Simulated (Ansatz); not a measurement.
# Ag+ with H2O2: interaction against distance, part 1 of 2

How does the interaction of this pair fall off with distance, and which methods keep to CCSD(T) along the way?

The runs use Ansatz 0.2.0, Gaussian basis; single points in def2-TZVPPD, with counterpoise.

Cores are frozen in the correlated methods. Filled d shells of the heavier atoms are correlated. Core potentials replace the inner electrons past krypton, and spin-orbit coupling is left out. B3LYP uses VWN-RPA correlation.

6 further runs of the same task are left out: 6 set aside as unsound or not needed.

### 1 Where the work starts

The relaxed pair: 5 atoms, charge 1, spin multiplicity 1.

Atoms are counted from 1 here; the program's logs count them from 0.

Bond lengths: Ag1–O2 2.274 Å, O2–O3 1.425 Å, O2–H4 0.971 Å, O3–H5 0.971 Å. Angles: Ag1–O2–O3 102.3°, Ag1–O2–H4 122.5°, O3–O2–H4 103.4°, O2–O3–H5 102.0°.

As a file:

```xyz
5
AgH2O2
Ag   -0.2507   -0.0338   -2.2186
O    -0.5031    0.0782    0.0385
O     0.8337   -0.0943    0.5019
H    -1.0035   -0.5847    0.5409
H     0.9236    0.6346    1.1374
```

Atoms 1 to 1 are fragment A, the rest fragment B. The contact Ag1–O2 is 2.27 Å. Interaction at this geometry, from earlier runs: PBE-D4 -30.54, r2SCAN-D4 -31.39, PBE0-D4 -28.20, B3LYP-D4 -28.86, wB97M-V -27.38, Hartree-Fock -19.93, MP2 -26.19, CCSD -24.60, CCSD(T) -25.37 kcal/mol. Each point needs the pair (ab) and both fragments with ghost atoms (a, b).

### 2 B moved by -0.23 Å, CCSD(T)/def2-TZVPPD

Contents of ab/in.yaml:

```yaml
crystal:
  periodic: [false, false, false]
  atoms:
    - {symbol: Ag, position_ang: [-0.250730, -0.033779, -2.218588]}
    - {symbol: O, position_ang: [-0.528608, 0.074801, -0.187432]}
    - {symbol: O, position_ang: [0.808204, -0.097791, 0.275948]}
    - {symbol: H, position_ang: [-1.029061, -0.588097, 0.314940]}
    - {symbol: H, position_ang: [0.898066, 0.631199, 0.911426]}
basis:
  gaussian: {orbitals: "def2-TZVPPD.json"}
total_charge: 1
correlation: {method: ccsd_t}
```

Contents of a/in.yaml:

```yaml
crystal:
  periodic: [false, false, false]
  atoms:
    - {symbol: Ag, position_ang: [-0.250730, -0.033779, -2.218588]}
basis:
  gaussian:
    orbitals: "def2-TZVPPD.json"
    ghost_atoms:
      - {symbol: O, position_ang: [-0.528608, 0.074801, -0.187432]}
      - {symbol: O, position_ang: [0.808204, -0.097791, 0.275948]}
      - {symbol: H, position_ang: [-1.029061, -0.588097, 0.314940]}
      - {symbol: H, position_ang: [0.898066, 0.631199, 0.911426]}
total_charge: 1
correlation: {method: ccsd_t}
```

Contents of b/in.yaml:

```yaml
crystal:
  periodic: [false, false, false]
  atoms:
    - {symbol: O, position_ang: [-0.528608, 0.074801, -0.187432]}
    - {symbol: O, position_ang: [0.808204, -0.097791, 0.275948]}
    - {symbol: H, position_ang: [-1.029061, -0.588097, 0.314940]}
    - {symbol: H, position_ang: [0.898066, 0.631199, 0.911426]}
basis:
  gaussian:
    orbitals: "def2-TZVPPD.json"
    ghost_atoms:
      - {symbol: Ag, position_ang: [-0.250730, -0.033779, -2.218588]}
correlation: {method: ccsd_t}
```

The basis file named in the input lies beside it (Basis Set Exchange, JSON).

No record of the launch command was kept for these runs.

Log of ab (excerpt; [...] marks lines left out):

```text
Functional definition: HF
  name "HF"
  cite "Fock, Z. Phys. 61, 126 (1930) doi:10.1007/BF01340294"
  parent pbe
[...]
1076 factors; integrals over basis functions are off by at most 7.6e-4 eV
[...]
mean field -8074.96477867 eV, -296.7494822083 hartree, gradient 8.4e-6 eV, S^2 0.000000; 0 other end points of the search recorded, 0 dependent functions left out
2 core orbitals not correlated: weight in the atoms' cores, before any rotation towards them, 1.000 or more for the frozen orbitals, at most 0.000 for the correlated occupied ones
reference -8074.96477867 eV, -296.7494822083 hartree; 16, 16 occupied and 152, 152 virtual orbitals, 1076 factors
second order -30.76495763 eV of doubles, -0.00000000 eV of singles
cycle   1  -29.42872416 eV  change     1.3e0 eV  update   1.1e-1
[...]
cycle  13  -30.18769435 eV  change   -6.5e-7 eV  update   3.9e-6
perturbative correction -0.96695961 eV, -0.0355351103 hartree
Total energy: -8106.11943263 eV, -297.8943946242 hartree
```

Log of a (excerpt; [...] marks lines left out):

```text
[... 4 set-up lines as earlier in the session ...]
[...]
1088 factors; integrals over basis functions are off by at most 7.3e-4 eV
[...]
mean field -3969.68841414 eV, -145.8833584684 hartree, gradient 8.0e-7 eV, S^2 0.000000; 0 other end points of the search recorded, 0 dependent functions left out
reference -3969.68841414 eV, -145.8833584684 hartree; 9, 9 occupied and 161, 161 virtual orbitals, 1088 factors
second order -16.79027735 eV of doubles, -0.00000000 eV of singles
cycle   1  -15.82657780 eV  change    9.6e-1 eV  update   6.0e-2
[...]
cycle   8  -16.11952703 eV  change    4.2e-6 eV  update   1.4e-5
perturbative correction -0.40994815 eV, -0.0150653167 hartree
Total energy: -3986.21788932 eV, -146.4908054771 hartree
```

Log of b (excerpt; [...] marks lines left out):

```text
[... 4 set-up lines as earlier in the session ...]
[...]
1076 factors; integrals over basis functions are off by at most 7.4e-4 eV
[...]
mean field -4104.72963286 eV, -150.8460317218 hartree, gradient 2.0e-6 eV, S^2 0.000000; 0 other end points of the search recorded, 0 dependent functions left out
2 core orbitals not correlated: weight in the atoms' cores, before any rotation towards them, 1.000 or more for the frozen orbitals, at most 0.000 for the correlated occupied ones
reference -4104.72963286 eV, -150.8460317218 hartree; 7, 7 occupied and 161, 161 virtual orbitals, 1076 factors
second order -13.53416015 eV of doubles, -0.00000000 eV of singles
cycle   1  -13.34302856 eV  change    1.9e-1 eV  update   7.4e-2
[...]
cycle  12  -13.74555539 eV  change   -1.5e-6 eV  update   3.2e-6
perturbative correction -0.50886430 eV, -0.0187004181 hartree
Total energy: -4118.98405254 eV, -151.3698719833 hartree
```

Times: 67 s (ab), 19 s (a), 14 s (b) on 2 threads, shared host; peak memory 1.8 GiB.

ab − a − b = -21.16 kcal/mol.

### 3 B moved by -0.11 Å, CCSD(T)/def2-TZVPPD

Contents of ab/in.yaml:

```yaml
crystal:
  periodic: [false, false, false]
  atoms:
    - {symbol: Ag, position_ang: [-0.250730, -0.033779, -2.218588]}
    - {symbol: O, position_ang: [-0.515842, 0.076522, -0.074468]}
    - {symbol: O, position_ang: [0.820970, -0.096070, 0.388911]}
    - {symbol: H, position_ang: [-1.016294, -0.586376, 0.427903]}
    - {symbol: H, position_ang: [0.910832, 0.632920, 1.024390]}
basis:
  gaussian: {orbitals: "def2-TZVPPD.json"}
total_charge: 1
correlation: {method: ccsd_t}
```

Contents of a/in.yaml:

```yaml
crystal:
  periodic: [false, false, false]
  atoms:
    - {symbol: Ag, position_ang: [-0.250730, -0.033779, -2.218588]}
basis:
  gaussian:
    orbitals: "def2-TZVPPD.json"
    ghost_atoms:
      - {symbol: O, position_ang: [-0.515842, 0.076522, -0.074468]}
      - {symbol: O, position_ang: [0.820970, -0.096070, 0.388911]}
      - {symbol: H, position_ang: [-1.016294, -0.586376, 0.427903]}
      - {symbol: H, position_ang: [0.910832, 0.632920, 1.024390]}
total_charge: 1
correlation: {method: ccsd_t}
```

Contents of b/in.yaml:

```yaml
crystal:
  periodic: [false, false, false]
  atoms:
    - {symbol: O, position_ang: [-0.515842, 0.076522, -0.074468]}
    - {symbol: O, position_ang: [0.820970, -0.096070, 0.388911]}
    - {symbol: H, position_ang: [-1.016294, -0.586376, 0.427903]}
    - {symbol: H, position_ang: [0.910832, 0.632920, 1.024390]}
basis:
  gaussian:
    orbitals: "def2-TZVPPD.json"
    ghost_atoms:
      - {symbol: Ag, position_ang: [-0.250730, -0.033779, -2.218588]}
correlation: {method: ccsd_t}
```

Log of ab (excerpt; [...] marks lines left out):

```text
[... 4 set-up lines as earlier in the session ...]
[...]
1076 factors; integrals over basis functions are off by at most 7.2e-4 eV
[...]
mean field -8075.18285559 eV, -296.7574963873 hartree, gradient 4.9e-6 eV, S^2 0.000000; 0 other end points of the search recorded, 0 dependent functions left out
2 core orbitals not correlated: weight in the atoms' cores, before any rotation towards them, 1.000 or more for the frozen orbitals, at most 0.000 for the correlated occupied ones
reference -8075.18285559 eV, -296.7574963873 hartree; 16, 16 occupied and 152, 152 virtual orbitals, 1076 factors
second order -30.65462219 eV of doubles, -0.00000000 eV of singles
cycle   1  -29.36162108 eV  change     1.3e0 eV  update   1.0e-1
[...]
cycle  13  -30.10699536 eV  change   -2.4e-6 eV  update   3.6e-6
perturbative correction -0.95665808 eV, -0.0351565360 hartree
Total energy: -8106.24650903 eV, -297.8990645956 hartree
```

a printed (excerpt; [...] marks lines left out):

```text
[... 4 set-up lines as earlier in the session ...]
[...]
1088 factors; integrals over basis functions are off by at most 7.2e-4 eV
[...]
mean field -3969.68825653 eV, -145.8833526760 hartree, gradient 8.5e-7 eV, S^2 0.000000; 0 other end points of the search recorded, 0 dependent functions left out
reference -3969.68825653 eV, -145.8833526760 hartree; 9, 9 occupied and 161, 161 virtual orbitals, 1088 factors
second order -16.77860521 eV of doubles, -0.00000000 eV of singles
cycle   1  -15.81692178 eV  change    9.6e-1 eV  update   6.0e-2
[...]
cycle   7  -16.10889677 eV  change   -1.1e-6 eV  update   1.9e-5
perturbative correction -0.40808937 eV, -0.0149970077 hartree
Total energy: -3986.20524267 eV, -146.4903407210 hartree
```

Log of b (excerpt; [...] marks lines left out):

```text
[... 4 set-up lines as earlier in the session ...]
[...]
1076 factors; integrals over basis functions are off by at most 7.2e-4 eV
[...]
mean field -4104.72943647 eV, -150.8460245047 hartree, gradient 2.0e-6 eV, S^2 0.000000; 0 other end points of the search recorded, 0 dependent functions left out
2 core orbitals not correlated: weight in the atoms' cores, before any rotation towards them, 1.000 or more for the frozen orbitals, at most 0.000 for the correlated occupied ones
reference -4104.72943647 eV, -150.8460245047 hartree; 7, 7 occupied and 161, 161 virtual orbitals, 1076 factors
second order -13.53090815 eV of doubles, -0.00000000 eV of singles
cycle   1  -13.34016391 eV  change    1.9e-1 eV  update   7.4e-2
[...]
cycle  12  -13.74262547 eV  change   -1.3e-6 eV  update   3.2e-6
perturbative correction -0.50856262 eV, -0.0186893315 hartree
Total energy: -4118.98062455 eV, -151.3697460070 hartree
```

Times: 67 s (ab), 18 s (a), 13 s (b) on 2 threads, shared host; peak memory 1.8 GiB.

Interaction: -24.46 kcal/mol.

### 4 B moved by +0.11 Å, CCSD(T)/def2-TZVPPD

Contents of ab/in.yaml:

```yaml
crystal:
  periodic: [false, false, false]
  atoms:
    - {symbol: Ag, position_ang: [-0.250730, -0.033779, -2.218588]}
    - {symbol: O, position_ang: [-0.490309, 0.079964, 0.151458]}
    - {symbol: O, position_ang: [0.846503, -0.092628, 0.614838]}
    - {symbol: H, position_ang: [-0.990762, -0.582934, 0.653829]}
    - {symbol: H, position_ang: [0.936365, 0.636362, 1.250316]}
basis:
  gaussian: {orbitals: "def2-TZVPPD.json"}
total_charge: 1
correlation: {method: ccsd_t}
```

Contents of a/in.yaml:

```yaml
crystal:
  periodic: [false, false, false]
  atoms:
    - {symbol: Ag, position_ang: [-0.250730, -0.033779, -2.218588]}
basis:
  gaussian:
    orbitals: "def2-TZVPPD.json"
    ghost_atoms:
      - {symbol: O, position_ang: [-0.490309, 0.079964, 0.151458]}
      - {symbol: O, position_ang: [0.846503, -0.092628, 0.614838]}
      - {symbol: H, position_ang: [-0.990762, -0.582934, 0.653829]}
      - {symbol: H, position_ang: [0.936365, 0.636362, 1.250316]}
total_charge: 1
correlation: {method: ccsd_t}
```

Contents of b/in.yaml:

```yaml
crystal:
  periodic: [false, false, false]
  atoms:
    - {symbol: O, position_ang: [-0.490309, 0.079964, 0.151458]}
    - {symbol: O, position_ang: [0.846503, -0.092628, 0.614838]}
    - {symbol: H, position_ang: [-0.990762, -0.582934, 0.653829]}
    - {symbol: H, position_ang: [0.936365, 0.636362, 1.250316]}
basis:
  gaussian:
    orbitals: "def2-TZVPPD.json"
    ghost_atoms:
      - {symbol: Ag, position_ang: [-0.250730, -0.033779, -2.218588]}
correlation: {method: ccsd_t}
```

Output in ab (excerpt; [...] marks lines left out):

```text
[... 4 set-up lines as earlier in the session ...]
[...]
1076 factors; integrals over basis functions are off by at most 7.3e-4 eV
[...]
mean field -8075.30908838 eV, -296.7621353570 hartree, gradient 4.6e-6 eV, S^2 0.000000; 0 other end points of the search recorded, 0 dependent functions left out
2 core orbitals not correlated: weight in the atoms' cores, before any rotation towards them, 1.000 or more for the frozen orbitals, at most 0.000 for the correlated occupied ones
reference -8075.30908838 eV, -296.7621353570 hartree; 16, 16 occupied and 152, 152 virtual orbitals, 1076 factors
second order -30.50482015 eV of doubles, -0.00000000 eV of singles
cycle   1  -29.26899376 eV  change     1.2e0 eV  update   1.0e-1
[...]
cycle  13  -29.99551014 eV  change   -4.9e-6 eV  update   4.2e-6
perturbative correction -0.94131639 eV, -0.0345927392 hartree
Total energy: -8106.24591491 eV, -297.8990427621 hartree
```

Output in a (excerpt; [...] marks lines left out):

```text
[... 4 set-up lines as earlier in the session ...]
[...]
1088 factors; integrals over basis functions are off by at most 7.2e-4 eV
[...]
mean field -3969.68801199 eV, -145.8833436895 hartree, gradient 8.7e-7 eV, S^2 0.000000; 0 other end points of the search recorded, 0 dependent functions left out
reference -3969.68801199 eV, -145.8833436895 hartree; 9, 9 occupied and 161, 161 virtual orbitals, 1088 factors
second order -16.76342273 eV of doubles, -0.00000000 eV of singles
cycle   1  -15.80505187 eV  change    9.6e-1 eV  update   5.9e-2
[...]
cycle   7  -16.09539953 eV  change    4.6e-7 eV  update   1.4e-5
perturbative correction -0.40510245 eV, -0.0148872405 hartree
Total energy: -3986.18851398 eV, -146.4897259530 hartree
```

Output in b (excerpt; [...] marks lines left out):

```text
[... 4 set-up lines as earlier in the session ...]
[...]
1076 factors; integrals over basis functions are off by at most 7.3e-4 eV
[...]
mean field -4104.72919224 eV, -150.8460155296 hartree, gradient 2.0e-6 eV, S^2 0.000000; 0 other end points of the search recorded, 0 dependent functions left out
2 core orbitals not correlated: weight in the atoms' cores, before any rotation towards them, 1.000 or more for the frozen orbitals, at most 0.000 for the correlated occupied ones
reference -4104.72919224 eV, -150.8460155296 hartree; 7, 7 occupied and 161, 161 virtual orbitals, 1076 factors
second order -13.52700695 eV of doubles, -0.00000000 eV of singles
cycle   1  -13.33673639 eV  change    1.9e-1 eV  update   7.4e-2
[...]
cycle  12  -13.73908836 eV  change   -1.9e-6 eV  update   3.3e-6
perturbative correction -0.50817506 eV, -0.0186750891 hartree
Total energy: -4118.97645567 eV, -151.3695928033 hartree
```

Wall times: 68 s (ab), 19 s (a), 14 s (b) on 2 threads, shared host; peak memory 1.8 GiB.

Interaction: -24.93 kcal/mol.

### 5 B moved by +0.27 Å, CCSD(T)/def2-TZVPPD

Contents of ab/in.yaml:

```yaml
crystal:
  periodic: [false, false, false]
  atoms:
    - {symbol: Ag, position_ang: [-0.250730, -0.033779, -2.218588]}
    - {symbol: O, position_ang: [-0.472436, 0.082373, 0.309606]}
    - {symbol: O, position_ang: [0.864376, -0.090219, 0.772986]}
    - {symbol: H, position_ang: [-0.972889, -0.580525, 0.811978]}
    - {symbol: H, position_ang: [0.954238, 0.638771, 1.408464]}
basis:
  gaussian: {orbitals: "def2-TZVPPD.json"}
total_charge: 1
correlation: {method: ccsd_t}
```

Contents of a/in.yaml:

```yaml
crystal:
  periodic: [false, false, false]
  atoms:
    - {symbol: Ag, position_ang: [-0.250730, -0.033779, -2.218588]}
basis:
  gaussian:
    orbitals: "def2-TZVPPD.json"
    ghost_atoms:
      - {symbol: O, position_ang: [-0.472436, 0.082373, 0.309606]}
      - {symbol: O, position_ang: [0.864376, -0.090219, 0.772986]}
      - {symbol: H, position_ang: [-0.972889, -0.580525, 0.811978]}
      - {symbol: H, position_ang: [0.954238, 0.638771, 1.408464]}
total_charge: 1
correlation: {method: ccsd_t}
```

Contents of b/in.yaml:

```yaml
crystal:
  periodic: [false, false, false]
  atoms:
    - {symbol: O, position_ang: [-0.472436, 0.082373, 0.309606]}
    - {symbol: O, position_ang: [0.864376, -0.090219, 0.772986]}
    - {symbol: H, position_ang: [-0.972889, -0.580525, 0.811978]}
    - {symbol: H, position_ang: [0.954238, 0.638771, 1.408464]}
basis:
  gaussian:
    orbitals: "def2-TZVPPD.json"
    ghost_atoms:
      - {symbol: Ag, position_ang: [-0.250730, -0.033779, -2.218588]}
correlation: {method: ccsd_t}
```

Output in ab (excerpt; [...] marks lines left out):

```text
[... 4 set-up lines as earlier in the session ...]
[...]
1076 factors; integrals over basis functions are off by at most 7.3e-4 eV
[...]
mean field -8075.28320616 eV, -296.7611842030 hartree, gradient 4.5e-6 eV, S^2 0.000000; 0 other end points of the search recorded, 0 dependent functions left out
2 core orbitals not correlated: weight in the atoms' cores, before any rotation towards them, 1.000 or more for the frozen orbitals, at most 0.000 for the correlated occupied ones
reference -8075.28320616 eV, -296.7611842030 hartree; 16, 16 occupied and 152, 152 virtual orbitals, 1076 factors
second order -30.43541724 eV of doubles, -0.00000000 eV of singles
cycle   1  -29.22534017 eV  change     1.2e0 eV  update   9.9e-2
[...]
cycle  13  -29.94263045 eV  change   -8.5e-6 eV  update   4.9e-6
perturbative correction -0.93314980 eV, -0.0342926225 hartree
Total energy: -8106.15898642 eV, -297.8958481989 hartree
```

Log of a (excerpt; [...] marks lines left out):

```text
[... 4 set-up lines as earlier in the session ...]
[...]
1088 factors; integrals over basis functions are off by at most 7.2e-4 eV
[...]
mean field -3969.68779889 eV, -145.8833358583 hartree, gradient 8.3e-7 eV, S^2 0.000000; 0 other end points of the search recorded, 0 dependent functions left out
reference -3969.68779889 eV, -145.8833358583 hartree; 9, 9 occupied and 161, 161 virtual orbitals, 1088 factors
second order -16.75592755 eV of doubles, -0.00000000 eV of singles
cycle   1  -15.79945674 eV  change    9.6e-1 eV  update   5.9e-2
[...]
cycle   7  -16.08886377 eV  change    6.4e-7 eV  update   1.2e-5
perturbative correction -0.40344355 eV, -0.0148262768 hartree
Total energy: -3986.18010621 eV, -146.4894169734 hartree
```

b printed (excerpt; [...] marks lines left out):

```text
[... 4 set-up lines as earlier in the session ...]
[...]
1076 factors; integrals over basis functions are off by at most 7.3e-4 eV
[...]
mean field -4104.72903733 eV, -150.8460098366 hartree, gradient 2.0e-6 eV, S^2 0.000000; 0 other end points of the search recorded, 0 dependent functions left out
2 core orbitals not correlated: weight in the atoms' cores, before any rotation towards them, 1.000 or more for the frozen orbitals, at most 0.000 for the correlated occupied ones
reference -4104.72903733 eV, -150.8460098366 hartree; 7, 7 occupied and 161, 161 virtual orbitals, 1076 factors
second order -13.52526529 eV of doubles, -0.00000000 eV of singles
cycle   1  -13.33518714 eV  change    1.9e-1 eV  update   7.3e-2
[...]
cycle  12  -13.73748011 eV  change   -2.1e-6 eV  update   3.3e-6
perturbative correction -0.50798644 eV, -0.0186681575 hartree
Total energy: -4118.97450388 eV, -151.3695210765 hartree
```

Times: 68 s (ab), 18 s (a), 14 s (b) on 2 threads, shared host; peak memory 1.8 GiB.

This point gives -23.16 kcal/mol.

(Continued in part 2 of 2.)
